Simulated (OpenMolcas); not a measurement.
# Nb⁴⁺ among point charges: CASSCF and CASPT2 levels and susceptibility

How does a field of 6 point charges split the states of Nb⁴⁺, and what χT follows?

Method: state-averaged CASSCF and CASPT2, spin-orbit coupling by RASSI with atomic mean-field integrals. Code: OpenMolcas 26.06.

**1. The atom as given**

| Item | Value |
| --- | --- |
| Species | Nb⁴⁺ (niobium, Z = 41, 37 electrons) |
| Basis | ANO-RCC-VTZP [7s6p4d2f1g], 68 functions |
| Scalar Hamiltonian | DKH2, point nucleus |
| Inactive shells | 1s 2s 2p 3s 3p 3d 4s 4p |
| Active space | 1 electron in 5 orbitals (4d) |
| Some configurations of this space | 4d |
| Orbitals | optimised for each spin and parity, averaged over all roots |

Outer shells as boxes (Hund's rule):

4d
```
4d [↑ ][  ][  ][  ][  ]
```

The ion sits among 6 point charges of -1.2 e arranged as an octahedron (Oh), 1.86 Å from the ion.

Each step is its own input file, run in one work folder so that later steps find the files of earlier ones. Labels, J, g values, rates, χT and fits are worked out afterwards by a script from the matrices that RASSI stores. The input lists half of the charges; inversion (Group=XYZ) makes the rest.

**2. Basis and integrals**

Input file a.inp:

```
&GATEWAY
Coord
1

Nb 0.0 0.0 0.0
Basis=ANO-RCC-VTZP
Group=XYZ
NoMove
AngMom=0.0 0.0 0.0
AMFI
XField
3 Angstrom 0
1.860000 0.000000 0.000000 -1.200000
0.000000 1.860000 0.000000 -1.200000
0.000000 0.000000 1.860000 -1.200000
&SEWARD
```

**3. CASSCF: doublets of even parity, 5 roots**

Input file a.inp:

```
&RASSCF
FileOrb=start.orb
Symmetry=1
Spin=2
nActEl=1 0 0
Inactive=9 9
Ras2=5 0
CIRoot=5 5 1
SDav=5
CIMx=300
Iter=120 100
PrWF=0.3
OrbListing=Nothing
MaxOrb=0
>>> COPY $Project.JobIph JOB001
```

start.orb holds the contracted functions of the basis, ordered by shell, or the orbitals of the step before.

**4. RASSI: spin-orbit coupling between the states**

Input file a.inp:

```
&RASSI
NrOfJobIphs=1 5
1 2 3 4 5
IphNames
JOB001
EJob
SpinOrbit
DIPRint=1.0
SOCoupling=1000.0
Subsets=2
Property=9
'ANGMOM' 1 'ANGMOM' 2 'ANGMOM' 3 'MLTPL  1' 1 'MLTPL  1' 2 'MLTPL  1' 3
'AMFI' 1 'AMFI' 2 'AMFI' 3
SOProperty=3
'ANGMOM' 1 'ANGMOM' 2 'ANGMOM' 3
```

**5. CASPT2: IPEA 0.25, imaginary shift 0.1 (closed shells correlated: 4s 4p)**

Input file a.inp:

```
>>> COPY JOB001 $Project.JobIph
&CASPT2
Multistate=5 1 2 3 4 5
NoMult
Frozen=8 6
IPEA=0.25
Imaginary=0.1
MaxIter=60
WThr=0.0 0.3 0.05
PrWF=0.5
NoMix
```

(Steps that only read results are left out.)

**Question.** What will these runs give? Wanted: spin-free ground state; first state of the same spin within the active space; lowest level; next level.

The runs gave:

| quantity | value |
| --- | --- |
| method | SS-CASPT2, IPEA 0.25, imaginary shift 0.1 (closed shells correlated: 4s 4p) |
| spin-free ground state | 2T2, 3-fold in its orbital part |
| first state of the same spin within the active space | 2E at 12400 cm⁻¹ |
| lowest level | 4-fold Γ8 |
| next level | 1084.4 cm⁻¹ |
| χT at 300 K | 0.15 cm³ K/mol |
| effective moment at 300 K | 1.10 μB |

Cost by method:

```tsv
method	time of its own steps	time with the reference
A. CASSCF	2.2 s	2.2 s
B. SS-CASPT2, IPEA 0.25, imaginary shift 0.1, +4s 4p	1.3 s	3.5 s
```

Times are of one thread on a shared host.

In words: The spin-free ground state (2T2) comes to 100 % from free-ion D terms and keeps the highest spin of the shell. χT at 300 K is 0.15, against 0.38 cm³ K/mol for the spin alone, so orbital moment lowers it. A ligand-field fit to the states below 45000 cm-1 gives 10Dq = 12383 cm-1, the gap between the two states. CASPT2 does not keep the components of a term degenerate, and the means are used. The field of point charges can differ much from that of real complexes. Point charges carry no covalency, so the field is a model and not that of real ligands.
